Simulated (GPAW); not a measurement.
# WS (I4/mmm) in GPAW: a series of runs

Runs on WS. Level: r2SCAN+U. Tasks: single point.

Program: GPAW 26.7.0. These are calculated values, not measurements. Logs are shortened: lines on timing, memory, paths and dates and some standing lists are left out, and cuts for length are marked. The log counts tension as positive stress, the text compression.

**1. Starting point**

Symmetry: I4/mmm, No. 139, tetragonal system. Conventional cell: a = 4.313 Å, b = 4.313 Å, c = 4.949 Å, α = 90.00°, β = 90.00°, γ = 90.00°. Around W (site symmetry 4/mmm) lie 2 S at 2.47 Å. S (site symmetry 4/mmm) has 2 W at 2.47 Å as nearest neighbours.

The cell was built by a generator and needn't be a form met in nature.

**2. Single point, r2SCAN+U**

Contents of run.py:

```python
from ase import Atoms
from ase.dft.bandgap import bandgap
from ase.io import write
from ase.units import GPa
from gpaw import GPAW, PW

atoms = Atoms(['W', 'S'],
              cell=[[-2.15646527, 2.15646527, 2.47472653],
                    [2.15646527, -2.15646527, 2.47472653],
                    [2.15646527, 2.15646527, -2.47472653]],
              scaled_positions=[[0.5, 0.5, 0.0],
                                [0.0, 0.0, 0.0]],
              pbc=True)

calc = GPAW(mode=PW(600),
            xc='MGGA_X_R2SCAN+MGGA_C_R2SCAN',
            kpts={'size': (8, 8, 8), 'gamma': True},
            occupations={'name': 'fermi-dirac', 'width': 0.05},
            setups={'W': ':d,3.0'},
            nbands=20,
            convergence={'density': 1e-05, 'energy': 1e-05},
            maxiter=150,
            txt='gpaw.txt')
atoms.calc = calc
energy = atoms.get_potential_energy()
forces = atoms.get_forces()
stress = atoms.get_stress()
calc.write('gs.gpw')
write('result.traj', atoms)
print(f'Energy: {energy:.6f} eV')
print('Forces (eV/A):')
print(forces.round(4))
print('Stress (GPa):', (stress / GPa).round(3))
print('Fermi level:', round(calc.get_fermi_level(), 4), 'eV')
print(f'Gap: {bandgap(calc)[0]:.4f} eV, direct: {bandgap(calc, direct=True)[0]:.4f} eV')
```

Potentials or basis: GPAW PAW data sets (gpaw-data 1.2.1), pw.

On the command line:

```
$ OMP_NUM_THREADS=1 python run.py
```

gpaw.txt:

```text
__  _  _
 | _ |_)|_||  |
 |__||  | ||/\| - 26.7.0

Input parameters:
  mode=PW(ecut=600.0),
  convergence={'density': 1e-05, 'energy': 1e-05},
  kpts=MonkhorstPack(size=(8, 8, 8), gamma=True),
  maxiter=150,
  nbands=20,
  occupations=Occupations(name='fermi-dirac', width=0.05),
  setups={'W': ':d,3.0'},
  xc=XC(name='MGGA_X_R2SCAN+MGGA_C_R2SCAN')

Diagonalizing LCAO Hamiltonian
Converting LCAO to pw mode

       W

       S

Atoms  # Å, Bohr magnetons
|   | symbol |        x |        y |        z |    initial magnetic moments |
|---|--------|----------|----------|----------|-----------------------------|
| 0 |      W | 0.000000 | 0.000000 | 2.474727 | ( 0.0000,  0.0000,  0.0000) |
| 1 |      S | 0.000000 | 0.000000 | 0.000000 | ( 0.0000,  0.0000,  0.0000) |

Unit cell  # Å
| periodic |         x |         y |         z |  lengths |     angles |
|----------|-----------|-----------|-----------|----------|------------|
|      yes | -2.156465 |  2.156465 |  2.474727 | 3.927462 | 113.393049 |
|      yes |  2.156465 | -2.156465 |  2.474727 | 3.927462 | 113.393049 |
|      yes |  2.156465 |  2.156465 | -2.474727 | 3.927462 | 101.883765 |

Number of symmetries: 16
Symmetry operations  # r_c * U_cc + t_c -> r_c
|    | kind |            matrix            |
|----|------|------------------------------|
|  0 |  σ   |  1, 1, 1,  0, 0,-1,  0,-1, 0 |
|  1 |  C4  |  1, 1, 1,  0, 0,-1, -1, 0, 0 |
|  2 |  E   |  1, 0, 0,  0, 1, 0,  0, 0, 1 |
|  3 |  σ   |  1, 0, 0,  0, 1, 0, -1,-1,-1 |
|  4 |  σ   |  0, 1, 0,  1, 0, 0,  0, 0, 1 |
|  5 |  C2  |  0, 1, 0,  1, 0, 0, -1,-1,-1 |
|  6 |  C2  |  0, 0, 1, -1,-1,-1,  1, 0, 0 |
|  7 |  S4  |  0, 0, 1, -1,-1,-1,  0, 1, 0 |
|  8 |  C4  |  0, 0,-1,  1, 1, 1,  0,-1, 0 |
|  9 |  σ   |  0, 0,-1,  1, 1, 1, -1, 0, 0 |
| 10 |  σ   |  0,-1, 0, -1, 0, 0,  1, 1, 1 |
| 11 |  C2  |  0,-1, 0, -1, 0, 0,  0, 0,-1 |
| 12 |  C2  | -1, 0, 0,  0,-1, 0,  1, 1, 1 |
| 13 |  i   | -1, 0, 0,  0,-1, 0,  0, 0,-1 |
| 14 |  S4  | -1,-1,-1,  0, 0, 1,  1, 0, 0 |
| 15 |  C2  | -1,-1,-1,  0, 0, 1,  0, 1, 0 |

BZ-sampling:
  Number of BZ points: 512
  Number of IBZ points: 59

  Monkhorst-Pack size: [8, 8, 8]
  Monkhorst-Pack shift: [0.0625, 0.0625, 0.0625]

K-points  # in reciprocal-cell coordinates
|     |                                coordinates |     weight |
|-----|--------------------------------------------|------------|
|   0 | (  0.00000000,   0.00000000,   0.00000000) | 0.00195312 |
|   1 | (  0.12500000,  -0.12500000,   0.00000000) | 0.00781250 |
|   2 | (  0.12500000,  -0.12500000,   0.12500000) | 0.00781250 |
|   3 | (  0.12500000,   0.00000000,   0.00000000) | 0.01562500 |
|   4 | (  0.12500000,   0.12500000,  -0.12500000) | 0.00390625 |
|   5 | (  0.25000000,  -0.25000000,   0.00000000) | 0.00781250 |
|   6 | (  0.25000000,  -0.25000000,   0.12500000) | 0.01562500 |
|   7 | (  0.25000000,  -0.25000000,   0.25000000) | 0.00781250 |
|   8 | (  0.25000000,  -0.12500000,   0.00000000) | 0.03125000 |
|   9 | (  0.25000000,  -0.12500000,   0.12500000) | 0.01562500 |
| ... |                                            |            |
|  58 | (  0.50000000,   0.50000000,   0.50000000) | 0.00195312 |

Plane wave coefficients: 1554
Cutoff: 600.0 eV

Spin-components: 1 (collinear spins)
Bands:           20
Projectors:      11
Spin-degeneracy: 2
Datatype:        complex128

Parallelization:
  kpt:    1
  domain: 1
  band:   1

Density:
  Valence electrons: 20.0
  Components: 1
  Grid points: [24 24 24]
  Charge: 0.0  # |e|

Potential:
  Grid points: [24 24 24]

species:
  W:
    name:    Tungsten
    Z:       74.0
    valence: 14
    core:    60
    charge:  0.0  # [|e|]
    Hubbard: {U: 3.0,  # eV
              l: 2,
              scale: True}
    compensation charges:
      type: gauss
      rc: 0.40  # [Å]
      lmax: 2
    cutoffs:
      filter: 2.36  # [Å]
      core: 3.02  # [Å]
    projectors
    | kind |    occ | energy [eV] | rcut [Å] |
    |------|--------|-------------|----------|
    |   5s |  2.000 |     -78.830 |    1.344 |
    |   6s |  2.000 |      -5.697 |    1.344 |
    |   5p |  6.000 |     -43.233 |    1.355 |
    |   6p |  0.000 |      -1.367 |    1.355 |
    |   5d |  4.000 |      -4.494 |    1.228 |
    |    d |        |      22.717 |    1.228 |

    Using partial waves for W as LCAO basis

  S:
    name:    Sulfur
    Z:       16.0
    valence: 6
    core:    10
    charge:  0.0  # [|e|]
    compensation charges:
      type: gauss
      rc: 0.24  # [Å]
      lmax: 2
    cutoffs:
      filter: 1.77  # [Å]
      core: 1.66  # [Å]
    projectors
    | kind |    occ | energy [eV] | rcut [Å] |
    |------|--------|-------------|----------|
    |   3s |  2.000 |     -17.254 |    0.974 |
    |   3p |  4.000 |      -7.008 |    0.979 |
    |    s |        |       9.957 |    0.974 |
    |    p |        |      20.203 |    0.979 |
    |    d |        |       0.000 |    0.900 |

    Using partial waves for S as LCAO basis

Reference energy: -449629.291553  # eV

eigensolver:
  PPCG
  Converge bands: occupied
  niter=2

density mixing:
  MSR1-Mixer
  Pratt-step length: 0.05
  Maximum mixing coefficient: 0.75
  Old densities: 10
  SVD Regularization: 0.005
  Good broyden scale: 1.0
  Trust region scale: 1.0
  Backstep threshold: 4.0
  History deletion threshold: 6.0
  Fourier metric: weight=20.0, sigma=0.015

occupation numbers:
  Fermi-Dirac:
    width: 0.0500  # eV

poisson solver:
  ecut: 4800.0  # eV

xc functional:
  name: MGGA_X_R2SCAN+MGGA_C_R2SCAN with 2 nearest neighbor stencil

convergence criteria:
- Maximum integral of absolute [dens]ity change: 1e-05 electrons / valence electron
- Maximum [total energy] change in last 3 cyles: 1e-05 eV / valence electron
- Maximum integral of absolute [eigenst]ate change: 4e-08 eV^2 / valence electron
maximum number of iterations: 150

SCF iterations
|iter     | |      energy | eigst |  dens |
|---------|-|-------------|-------|-------|
|iter:   1| |  -30.593141 | +0.09 |       |
|iter:   2| |  -25.850240 | -1.55 | -1.24 |
|iter:   3| |  -25.885122 | -2.41 | -1.37 |
|iter:   4| |  -26.068994 | -2.43 | -1.52 |
|iter:   5| |  -26.545155 | -2.45 | -1.55 |
|iter:   6| |  -27.142208 | -1.82 | -1.53 |
|iter:   7| |  -27.050208 | -2.69 | -1.76 |
|iter:   8| |  -27.119820 | -2.68 | -1.89 |
|iter:   9| |  -27.121257 | -3.92 | -2.45 |
|iter:  10| |  -27.121421 | -4.82 | -2.85 |
|iter:  11| |  -27.121410c| -5.71 | -3.27 |
|iter:  12| |  -27.121386c| -6.21 | -3.72 |
|iter:  13| |  -27.121374c| -6.81 | -3.82 |
|iter:  14| |  -27.121342c| -6.82 | -4.09 |
|iter:  15| |  -27.121303c| -6.52 | -4.12 |
|iter:  16| |  -27.121291c| -7.49c| -4.79 |
|iter:  17| |  -27.121284c| -8.11c| -5.29c|

Converged in 17 steps
Energy contributions relative to reference atoms: (reference = -449629.291553)

Energy contributions:
  Kinetic:          -7.870624
  Coulomb:           7.176701
  Zero:             -0.244085
  External:          0.000000
  Xc:              -26.173089
  Entropy:          -0.020375
  Spinorbit:         0.000000
  ----------------------------
  Free energy:     -27.131471
  Extrapolated:    -27.121284

dipole moment: (-14.825441, -14.825441, 1.181437)  # |e|*Ang

Fermi level: 7.545
Eigenvalues  # (at kpt = [0.000, 0.000, 0.000])
| band index |      eig [eV] | occ [0-2] |
|------------|---------------|-----------|
|          0 |       -69.067 |     2.000 |
|        ... |               |           |
|          4 |        -7.986 |     2.000 |
|          5 |         3.814 |     2.000 |
|          6 |         4.445 |     2.000 |
|          7 |         4.445 |     2.000 |
|          8 |         5.201 |     2.000 |
|          9 |         5.860 |     2.000 |
|         10 |         5.903 |     2.000 |
|         11 |         5.903 |     2.000 |
|         12 |         7.832 |     0.006 |
|         13 |         8.945 |     0.000 |
|         14 |        16.850 |     0.000 |
|         15 |        17.254 |     0.000 |
|         16 |        18.602 |     0.000 |
|         17 |        18.602 |     0.000 |
|         18 |        19.072 |     0.000 |
|         19 |        19.072 |     0.000 |

No gap
No difference between direct/indirect transitions

Forces  # eV/Ang
|       x |       y |        z |
|---------|---------|----------|
| 0.00000 | 0.00000 | -0.00000 |  # W    0
| 0.00000 | 0.00000 | -0.00000 |  # S    1

Stress tensor  # eV/Ang^3
|        x |        y |        z |
|----------|----------|----------|
| 0.106104 | 0.000000 | 0.000000 |
| 0.000000 | 0.106104 | 0.000000 |
| 0.000000 | 0.000000 | 0.145887 |

# Writing to gs.gpw (mode='')
```

Run time: 2.7 min. Hardware: 1 thread of Arm Neoverse V2, shared host; peak memory 0.32 GiB.

Results:

| Property | Result |
| --- | --- |
| Free energy | -27.1315 eV |
| Pressure | -19.1 GPa |
| Band gap on the k mesh | none (metal or under the smearing width) |

Stress tensor (GPa, compression positive):
```
-17.00   0.00   0.00
  0.00 -17.00   0.00
  0.00   0.00 -23.37
```

Caveat: the PAW data sets were made with another functional, which shifts forces and pressure a little; U without spin polarisation on a metal has little footing.

**3. Single point, r2SCAN+U**

Edit run.py of step 2 so:

```diff
@@ -18,3 +18,3 @@
             occupations={'name': 'fermi-dirac', 'width': 0.05},
-            setups={'W': ':d,3.0'},
+            setups={'W': ':d,4.0'},
             nbands=20,
```

Potentials or basis: GPAW PAW data sets (gpaw-data 1.2.1), pw.

On the command line:

```
$ OMP_NUM_THREADS=1 python run.py
```

gpaw.txt:

```text
__  _  _
 | _ |_)|_||  |
 |__||  | ||/\| - 26.7.0

Input parameters:
  mode=PW(ecut=600.0),
  convergence={'density': 1e-05, 'energy': 1e-05},
  kpts=MonkhorstPack(size=(8, 8, 8), gamma=True),
  maxiter=150,
  nbands=20,
  occupations=Occupations(name='fermi-dirac', width=0.05),
  setups={'W': ':d,4.0'},
  xc=XC(name='MGGA_X_R2SCAN+MGGA_C_R2SCAN')

Diagonalizing LCAO Hamiltonian
Converting LCAO to pw mode

       W

       S

Atoms  # Å, Bohr magnetons
|   | symbol |        x |        y |        z |    initial magnetic moments |
|---|--------|----------|----------|----------|-----------------------------|
| 0 |      W | 0.000000 | 0.000000 | 2.474727 | ( 0.0000,  0.0000,  0.0000) |
| 1 |      S | 0.000000 | 0.000000 | 0.000000 | ( 0.0000,  0.0000,  0.0000) |

Unit cell  # Å
| periodic |         x |         y |         z |  lengths |     angles |
|----------|-----------|-----------|-----------|----------|------------|
|      yes | -2.156465 |  2.156465 |  2.474727 | 3.927462 | 113.393049 |
|      yes |  2.156465 | -2.156465 |  2.474727 | 3.927462 | 113.393049 |
|      yes |  2.156465 |  2.156465 | -2.474727 | 3.927462 | 101.883765 |

Number of symmetries: 16
Symmetry operations  # r_c * U_cc + t_c -> r_c
|    | kind |            matrix            |
|----|------|------------------------------|
|  0 |  σ   |  1, 1, 1,  0, 0,-1,  0,-1, 0 |
|  1 |  C4  |  1, 1, 1,  0, 0,-1, -1, 0, 0 |
|  2 |  E   |  1, 0, 0,  0, 1, 0,  0, 0, 1 |
|  3 |  σ   |  1, 0, 0,  0, 1, 0, -1,-1,-1 |
|  4 |  σ   |  0, 1, 0,  1, 0, 0,  0, 0, 1 |
|  5 |  C2  |  0, 1, 0,  1, 0, 0, -1,-1,-1 |
|  6 |  C2  |  0, 0, 1, -1,-1,-1,  1, 0, 0 |
|  7 |  S4  |  0, 0, 1, -1,-1,-1,  0, 1, 0 |
|  8 |  C4  |  0, 0,-1,  1, 1, 1,  0,-1, 0 |
|  9 |  σ   |  0, 0,-1,  1, 1, 1, -1, 0, 0 |
| 10 |  σ   |  0,-1, 0, -1, 0, 0,  1, 1, 1 |
| 11 |  C2  |  0,-1, 0, -1, 0, 0,  0, 0,-1 |
| 12 |  C2  | -1, 0, 0,  0,-1, 0,  1, 1, 1 |
| 13 |  i   | -1, 0, 0,  0,-1, 0,  0, 0,-1 |
| 14 |  S4  | -1,-1,-1,  0, 0, 1,  1, 0, 0 |
| 15 |  C2  | -1,-1,-1,  0, 0, 1,  0, 1, 0 |

BZ-sampling:
  Number of BZ points: 512
  Number of IBZ points: 59

  Monkhorst-Pack size: [8, 8, 8]
  Monkhorst-Pack shift: [0.0625, 0.0625, 0.0625]

K-points  # in reciprocal-cell coordinates
|     |                                coordinates |     weight |
|-----|--------------------------------------------|------------|
|   0 | (  0.00000000,   0.00000000,   0.00000000) | 0.00195312 |
|   1 | (  0.12500000,  -0.12500000,   0.00000000) | 0.00781250 |
|   2 | (  0.12500000,  -0.12500000,   0.12500000) | 0.00781250 |
|   3 | (  0.12500000,   0.00000000,   0.00000000) | 0.01562500 |
|   4 | (  0.12500000,   0.12500000,  -0.12500000) | 0.00390625 |
|   5 | (  0.25000000,  -0.25000000,   0.00000000) | 0.00781250 |
|   6 | (  0.25000000,  -0.25000000,   0.12500000) | 0.01562500 |
|   7 | (  0.25000000,  -0.25000000,   0.25000000) | 0.00781250 |
|   8 | (  0.25000000,  -0.12500000,   0.00000000) | 0.03125000 |
|   9 | (  0.25000000,  -0.12500000,   0.12500000) | 0.01562500 |
| ... |                                            |            |
|  58 | (  0.50000000,   0.50000000,   0.50000000) | 0.00195312 |

Plane wave coefficients: 1554
Cutoff: 600.0 eV

Spin-components: 1 (collinear spins)
Bands:           20
Projectors:      11
Spin-degeneracy: 2
Datatype:        complex128

Parallelization:
  kpt:    1
  domain: 1
  band:   1

Density:
  Valence electrons: 20.0
  Components: 1
  Grid points: [24 24 24]
  Charge: 0.0  # |e|

Potential:
  Grid points: [24 24 24]

species:
  W:
    name:    Tungsten
    Z:       74.0
    valence: 14
    core:    60
    charge:  0.0  # [|e|]
    Hubbard: {U: 4.0,  # eV
              l: 2,
              scale: True}
    compensation charges:
      type: gauss
      rc: 0.40  # [Å]
      lmax: 2
    cutoffs:
      filter: 2.36  # [Å]
      core: 3.02  # [Å]
    projectors
    | kind |    occ | energy [eV] | rcut [Å] |
    |------|--------|-------------|----------|
    |   5s |  2.000 |     -78.830 |    1.344 |
    |   6s |  2.000 |      -5.697 |    1.344 |
    |   5p |  6.000 |     -43.233 |    1.355 |
    |   6p |  0.000 |      -1.367 |    1.355 |
    |   5d |  4.000 |      -4.494 |    1.228 |
    |    d |        |      22.717 |    1.228 |

    Using partial waves for W as LCAO basis

  S:
    name:    Sulfur
    Z:       16.0
    valence: 6
    core:    10
    charge:  0.0  # [|e|]
    compensation charges:
      type: gauss
      rc: 0.24  # [Å]
      lmax: 2
    cutoffs:
      filter: 1.77  # [Å]
      core: 1.66  # [Å]
    projectors
    | kind |    occ | energy [eV] | rcut [Å] |
    |------|--------|-------------|----------|
    |   3s |  2.000 |     -17.254 |    0.974 |
    |   3p |  4.000 |      -7.008 |    0.979 |
    |    s |        |       9.957 |    0.974 |
    |    p |        |      20.203 |    0.979 |
    |    d |        |       0.000 |    0.900 |

    Using partial waves for S as LCAO basis

Reference energy: -449629.291553  # eV

eigensolver:
  PPCG
  Converge bands: occupied
  niter=2

density mixing:
  MSR1-Mixer
  Pratt-step length: 0.05
  Maximum mixing coefficient: 0.75
  Old densities: 10
  SVD Regularization: 0.005
  Good broyden scale: 1.0
  Trust region scale: 1.0
  Backstep threshold: 4.0
  History deletion threshold: 6.0
  Fourier metric: weight=20.0, sigma=0.015

occupation numbers:
  Fermi-Dirac:
    width: 0.0500  # eV

poisson solver:
  ecut: 4800.0  # eV

xc functional:
  name: MGGA_X_R2SCAN+MGGA_C_R2SCAN with 2 nearest neighbor stencil

convergence criteria:
- Maximum integral of absolute [dens]ity change: 1e-05 electrons / valence electron
- Maximum [total energy] change in last 3 cyles: 1e-05 eV / valence electron
- Maximum integral of absolute [eigenst]ate change: 4e-08 eV^2 / valence electron
maximum number of iterations: 150

SCF iterations
|iter     | |      energy | eigst |  dens |
|---------|-|-------------|-------|-------|
|iter:   1| |  -29.419600 | +0.10 |       |
|iter:   2| |  -24.646113 | -1.55 | -1.22 |
|iter:   3| |  -24.685630 | -2.33 | -1.34 |
|iter:   4| |  -24.926847 | -2.38 | -1.51 |
|iter:   5| |  -25.727521 | -2.30 | -1.50 |
|iter:   6| |  -26.381296 | -2.13 | -1.50 |
|iter:   7| |  -26.410944 | -3.07 | -1.71 |
|iter:   8| |  -26.481022 | -2.56 | -1.91 |
|iter:   9| |  -26.483329 | -3.98 | -2.47 |
|iter:  10| |  -26.484492 | -3.96 | -2.74 |
|iter:  11| |  -26.487400 | -4.40 | -2.72 |
|iter:  12| |  -26.489731 | -3.84 | -2.74 |
|iter:  13| |  -26.489529 | -5.33 | -3.34 |
|iter:  14| |  -26.489929 | -4.67 | -3.43 |
|iter:  15| |  -26.489859 | -5.62 | -3.70 |
|iter:  16| |  -26.489900c| -6.52 | -4.13 |
|iter:  17| |  -26.489893c| -7.86c| -4.70 |
|iter:  18| |  -26.489893c| -8.58c| -5.61c|

Converged in 18 steps
Energy contributions relative to reference atoms: (reference = -449629.291553)

Energy contributions:
  Kinetic:          -2.821479
  Coulomb:           3.168306
  Zero:             -0.293225
  External:          0.000000
  Xc:              -26.533482
  Entropy:          -0.020026
  Spinorbit:         0.000000
  ----------------------------
  Free energy:     -26.499906
  Extrapolated:    -26.489893

dipole moment: (-14.811025, -14.811025, 1.166867)  # |e|*Ang

Fermi level: 7.636
Eigenvalues  # (at kpt = [0.000, 0.000, 0.000])
| band index |      eig [eV] | occ [0-2] |
|------------|---------------|-----------|
|          0 |       -68.892 |     2.000 |
|        ... |               |           |
|          4 |        -7.917 |     2.000 |
|          5 |         3.906 |     2.000 |
|          6 |         4.483 |     2.000 |
|          7 |         4.483 |     2.000 |
|          8 |         4.531 |     2.000 |
|          9 |         5.877 |     2.000 |
|         10 |         5.877 |     2.000 |
|         11 |         6.193 |     2.000 |
|         12 |         8.324 |     0.000 |
|         13 |         9.294 |     0.000 |
|         14 |        16.822 |     0.000 |
|         15 |        17.120 |     0.000 |
|         16 |        18.652 |     0.000 |
|         17 |        18.652 |     0.000 |
|         18 |        19.105 |     0.000 |
|         19 |        19.105 |     0.000 |

No gap
No difference between direct/indirect transitions

Forces  # eV/Ang
|       x |        y |       z |
|---------|----------|---------|
| 0.00000 |  0.00000 | 0.00000 |  # W    0
| 0.00000 | -0.00000 | 0.00000 |  # S    1

Stress tensor  # eV/Ang^3
|        x |        y |        z |
|----------|----------|----------|
| 0.102765 | 0.000000 | 0.000000 |
| 0.000000 | 0.102765 | 0.000000 |
| 0.000000 | 0.000000 | 0.113090 |

# Writing to gs.gpw (mode='')
```

It took 2.8 min on 1 thread of Arm Neoverse V2, shared host; peak memory 0.32 GiB.

Results:

```
Free energy            : -26.4999 eV
Pressure               : -17.0 GPa
Band gap on the k mesh : none (metal or under the smearing width)
```

Stress tensor (GPa, compression positive):
```
-16.46   0.00   0.00
  0.00 -16.46   0.00
  0.00   0.00 -18.12
```

Caveat: the PAW data sets were made with another functional, which shifts forces and pressure a little; U without spin polarisation on a metal has little footing. Spin-orbit coupling is left out, which matters for the levels of W.

(Part 1 of 2 ends here.)
